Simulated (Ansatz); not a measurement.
Runs of Ansatz 0.2.0 on ZnRe2. It takes space group Fm-3m (No. 225, cubic). Conventional cell: a = 5.791 Å, b = 5.791 Å, c = 5.791 Å, α = 90.00°, β = 90.00°, γ = 90.00°. Zn (site symmetry m-3m) is surrounded by 8 Re at 2.51 Å. Re (site symmetry -43m) has 4 Zn at 2.51 Å as nearest neighbours. The cell was built by a generator and needn't be a form met in nature.

| task | level | cell | cutoff (eV) | points for each segment of the path | gap on the mesh (eV) | pressure (GPa) |
| --- | --- | --- | --- | --- | --- | --- |
| relaxation of the atoms | PBE | atoms relaxed from: strained by -1 % | 420 | - | none | 2.2 |
| band structure | r2SCAN | as given | 500 | 14 | none | (b) |
| band structure | LDA | as given | 420 | 14 | none | -12.2 |
| relaxation of cell and atoms | LDA | relaxed | 420 | - | none | 0.0 |
| band structure | revPBE | as given | 420 | 14 | none | (a) |
| band structure | BLYP | as given | 420 | 14 | none | 9.4 |
| relaxation of the atoms | PBE | atoms relaxed | 420 | - | none | 0.0 |
| band structure | PBEsol | as given | 420 | 14 | none | -7.6 |
| band structure | RPBE | as given | 420 | 14 | none | 3.5 |
| band structure | PBE | as given | 420 | 14 | none | 0.0 |

Alike in all rows: potentials or basis Ansatz PAW; no spin polarisation; k mesh 8 × 8 × 8; smearing fermi-dirac 0.05 eV.

Q: Estimate the missing entries.

A: (a) 2.5; (b) -5.1.

Caveats: spin-orbit coupling is left out, which moves the levels of the heavy elements (some runs); the PAW data sets come from PBE, with cores solved anew for the run's functional, which leaves a small shift of forces and pressure (some runs); the relaxation stopped at its first step, so nothing moved (some runs); the thresholds are loose for stress (some runs); the plane-wave basis is chosen anew once the cell has moved, so the energies of steps on either side of that aren't comparable (some runs).

A k mesh can miss the band edges, and the runs leave out spin-orbit coupling on Re.

A gap of «none» marks a metal or a gap under the smearing width.
